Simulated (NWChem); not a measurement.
# C2H4InN (SMILES [InH2][C]1=NC1) at 3 levels

Aim: a comparison of 3 runs (HF/STO-3G, HF/3-21G, PBE0/def2-TZVP) of C2H4InN. 

The results are computed with NWChem 7.3.0.

## (1) Starting point

The species is C2H4InN (8 atoms), meant as a singlet with charge 0. As SMILES, `[InH2][C]1=NC1`. The shape comes from GFN2-xTB, which is rough for such elements, and wasn't checked as a minimum.

Bond lengths: In1–C2 2.170 Å, C2–N3 1.261 Å, C2–C4 1.469 Å, N3–C4 1.484 Å, In1–H5 1.726 Å, In1–H6 1.719 Å, C4–H7 1.083 Å, C4–H8 1.083 Å. Some angles: In1–C2–N3 134.9°, In1–C2–C4 159.3°, N3–C2–C4 65.3°, C2–N3–C4 64.1°, C2–C4–N3 50.6°, C2–In1–H5 117.9°, C2–In1–H6 120.6°, C2–C4–H7 120.4°, C2–C4–H8 119.8°, N3–C4–H7 116.8°.

## (2) Energy and gradient at HF/STO-3G (run 1)

c2h4inn.nw reads:

```
start c2h4inn
memory total 2200 mb
geometry units angstroms noautosym nocenter noautoz
   In   -0.997130    1.597530   -0.180960
   C     0.174540   -0.182540    0.228070
   N     1.013820   -0.513590    1.109470
   C     0.804780   -1.491760    0.013590
   H    -1.345010    1.976160   -1.828710
   H    -1.523000    2.612540    1.103170
   H     1.610530   -1.601900   -0.702230
   H     0.261470   -2.396440    0.257590
end
basis spherical bse
   * library STO-3G
end
scf
   singlet
   rhf
   thresh 1e-08
   maxiter 80
   print medium
end
task scf gradient
```

Started as:

```bash
$ nwchem c2h4inn.nw > c2h4inn.out
```

The program printed:

```text
[...]
  functions       =    46
[...]
  wavefunction    = RHF
[...]
         Total SCF energy =  -5813.658912916073
      One-electron energy =  -8601.003124417914
      Two-electron energy =   2509.259196767317
 Nuclear repulsion energy =    278.085014734523
        Time for solution =      4.3s
[...]
                         RHF ENERGY GRADIENTS
    atom               coordinates                        gradient
                 x          y          z           x          y          z
   1 In     -1.884302   3.018894  -0.341965    0.005736  -0.006173   0.007936
   2 C       0.329833  -0.344951   0.430990    0.038459  -0.049374   0.018070
   3 N       1.915842  -0.970544   2.096594   -0.022690   0.001182  -0.032035
   4 C       1.520814  -2.819018   0.025681   -0.000388   0.012911   0.009607
   5 H      -2.541700   3.734401  -3.455761   -0.007971   0.009264  -0.032609
   6 H      -2.878053   4.936985   2.084689   -0.011958   0.023094   0.023560
   7 H       3.043460  -3.027152  -1.327022    0.000437   0.004970   0.002455
   8 H       0.494107  -4.528615   0.486775   -0.001624   0.004126   0.003016
[...]
```

It took 6.6 s on 1 thread of Intel Xeon 6975P-C (Granite Rapids), shared host; peak memory 0.1 GiB.

## (3) Energy and gradient at HF/3-21G (run 2)

run.py reads:

```python
from ase import Atoms
from ase.calculators.nwchem import NWChem

system = Atoms(['In', 'C', 'N', 'C', 'H', 'H', 'H', 'H'], positions=[
    [-0.997130, 1.597530, -0.180960],
    [0.174540, -0.182540, 0.228070],
    [1.013820, -0.513590, 1.109470],
    [0.804780, -1.491760, 0.013590],
    [-1.345010, 1.976160, -1.828710],
    [-1.523000, 2.612540, 1.103170],
    [1.610530, -1.601900, -0.702230],
    [0.261470, -2.396440, 0.257590],
])

calc = NWChem(
    label='c2h4inn',
    theory='scf',
    memory='2200 mb',
    basis='3-21G',
    basispar='spherical bse',
    scf={'nopen': '0', 'rhf': None, 'thresh': '1e-08', 'maxiter': '80', 'print': 'low'},
)
system.calc = calc

forces = system.get_forces()
print(f"energy = {system.get_potential_energy():.6f} eV")
print("forces (eV/A):")
for s, f in zip(system.symbols, forces):
    print(f"{s:2s} {f[0]:10.5f} {f[1]:10.5f} {f[2]:10.5f}")
```

Started as:

```bash
$ export ASE_NWCHEM_COMMAND="nwchem PREFIX.nwi > PREFIX.nwo"
$ python run.py
```

The program printed:

```text
energy = -159087.616317 eV
forces (eV/A):
In    0.26040   -0.48290   -0.03240
C    -0.25217    1.01672    0.31892
N     0.09307    0.93485    1.00998
C     0.20697   -2.03153   -1.37868
H    -0.08999    0.06356   -0.56019
H    -0.14635    0.27531    0.52939
H    -0.33111   -0.05250    0.24066
H     0.25912    0.27650   -0.12763
```

The calculator wrote c2h4inn.nwi:

```
title "c2h4inn"

permanent_dir c2h4inn

scratch_dir c2h4inn

start c2h4inn

geometry units angstrom nocenter noautosym noautoz
  In -9.9712999999999996e-01 1.5975299999999999e+00 -1.8096000000000001e-01
  C  1.7454000000000000e-01 -1.8254000000000001e-01 2.2806999999999999e-01
  N  1.0138199999999999e+00 -5.1358999999999999e-01 1.1094700000000000e+00
  C  8.0478000000000005e-01 -1.4917600000000000e+00 1.3590000000000000e-02
  H  -1.3450100000000000e+00 1.9761599999999999e+00 -1.8287100000000001e+00
  H  -1.5229999999999999e+00 2.6125400000000001e+00 1.1031700000000000e+00
  H  1.6105300000000000e+00 -1.6019000000000001e+00 -7.0223000000000002e-01
  H  2.6146999999999998e-01 -2.3964400000000001e+00 2.5758999999999999e-01
end

memory 2200 mb

basis spherical bse noprint
   * library 3-21G
end

scf
  nopen 0
  rhf
  thresh 1e-08
  maxiter 80
  print low
end

task scf gradient
```

c2h4inn.nwo:

```text
Northwest Computational Chemistry Package (NWChem) 7.3.0
             --------------------------------------------------------

           Job information
           ---------------

    nwchem branch   = 7.3.0
    use scalapack   = T
    input           = c2h4inn.nwi
    prefix          = c2h4inn.
    data base       = c2h4inn/c2h4inn.db
    status          = startup
    nproc           =        1

           Memory information
           ------------------

[... 5 lines left out ...]
    hardfail = no
[... 112 lines left out ...]
       Final RHF  results
[... 3 lines left out ...]
      One-electron energy =  -8623.627644792808
[... 1 line left out ...]
 Nuclear repulsion energy =    278.085014734523
[... 3 lines left out ...]
                              NWChem Gradients Module
                              -----------------------

                         RHF ENERGY GRADIENTS

    atom               coordinates                        gradient
                 x          y          z           x          y          z
   1 In     -1.884302   3.018894  -0.341965   -0.005064   0.009391   0.000630
   2 C       0.329833  -0.344951   0.430990    0.004904  -0.019772  -0.006202
   3 N       1.915842  -0.970544   2.096594   -0.001810  -0.018180  -0.019641
[... 4 lines of this table left out ...]
   8 H       0.494107  -4.528615   0.486775   -0.005039  -0.005377   0.002482

 Task  times  cpu:        7.4s     wall:        7.4s
 Total times  cpu:        7.4s     wall:        7.4s
```

Wall time 8.7 s (1 thread of Intel Xeon 6975P-C (Granite Rapids), shared host); peak memory 0.1 GiB.

## (4) Energy and forces at PBE0/def2-TZVP (core potential) (run 3)

calc.xyz reads:

```xyz
8
C2H4InN PBE0
In    -0.997130     1.597530    -0.180960
C      0.174540    -0.182540     0.228070
N      1.013820    -0.513590     1.109470
C      0.804780    -1.491760     0.013590
H     -1.345010     1.976160    -1.828710
H     -1.523000     2.612540     1.103170
H      1.610530    -1.601900    -0.702230
H      0.261470    -2.396440     0.257590
```

calc.nw reads:

```
start calc
title "C2H4InN PBE0"
memory stack 880 mb heap 220 mb global 1100 mb
charge 0
geometry noautosym nocenter noautoz
   load format xyz calc.xyz
end
basis spherical bse
   In library def2-TZVP
   C library def2-TZVP
   N library def2-TZVP
   H library def2-TZVP
end
ecp bse
   In library def2-TZVP
end
dft
   xc pbe0
   grid fine
   convergence energy 1e-08
   iterations 100
   mulliken
   print low
end
task dft gradient
```

Started as:

```bash
$ nwchem calc.nw > calc.out
```

The program printed:

```text
[...]
 d= 0,ls=0.0,diis     1   -323.2228819360 -4.79D+02  7.95D-03  4.74D-01     7.3
[...]
 d= 0,ls=0.0,diis    11   -323.2822188894 -2.71D-10  1.27D-07  8.35D-10    68.1
         Total DFT energy =     -323.282218889426
      One electron energy =     -822.681445938218
           Coulomb energy =      379.671516480768
    Exchange-Corr. energy =      -35.754049279704
 Nuclear repulsion energy =      155.481759847728
[...]
                         DFT ENERGY GRADIENTS
    atom               coordinates                        gradient
                 x          y          z           x          y          z
   1 In     -1.884302   3.018894  -0.341965   -0.000823   0.001313   0.002022
   2 C       0.329833  -0.344951   0.430990   -0.000898  -0.004468  -0.004055
   3 N       1.915842  -0.970544   2.096594    0.001757  -0.006122  -0.003219
   4 C       1.520814  -2.819018   0.025681    0.002801   0.001529   0.005626
   5 H      -2.541700   3.734401  -3.455761   -0.000971   0.001680  -0.000799
   6 H      -2.878053   4.936985   2.084689   -0.001023   0.002272  -0.000978
   7 H       3.043460  -3.027152  -1.327022   -0.001501   0.001329   0.001729
   8 H       0.494107  -4.528615   0.486775    0.000658   0.002467  -0.000325
 Task  times  cpu:       93.2s     wall:       93.2s
 Total times  cpu:       93.2s     wall:       93.2s
```

Run time: 94 s. Hardware: 1 thread of Intel Xeon 6975P-C (Granite Rapids), shared host; peak memory 0.15 GiB.

## (5) Overview of the runs

```tsv
run	level	iteration cap	module	energy (Eh)	largest force (eV/Å)	wall time
1	HF/STO-3G	80	scf	-5813.658913	3.350	6.6 s
2	HF/3-21G	80	scf	-5846.362114	2.464	8.7 s
3	PBE0/def2-TZVP (core potential)	100	dft	-323.282219	0.367	94 s
```

## (6) Outcome

```
                       quantity          value
            run 3: total energy  -323.28222 Eh
run 3: largest force on an atom     0.367 eV/Å
```

What this shows: Some runs of one species differ in core potentials or relativity; totals across that change don't compare. In run 1 the basis is minimal, so the values are rough. In runs 1, 2 relativity is left out where basis or elements ask for it. All runs together took 1.8 min, the longest 94 s.
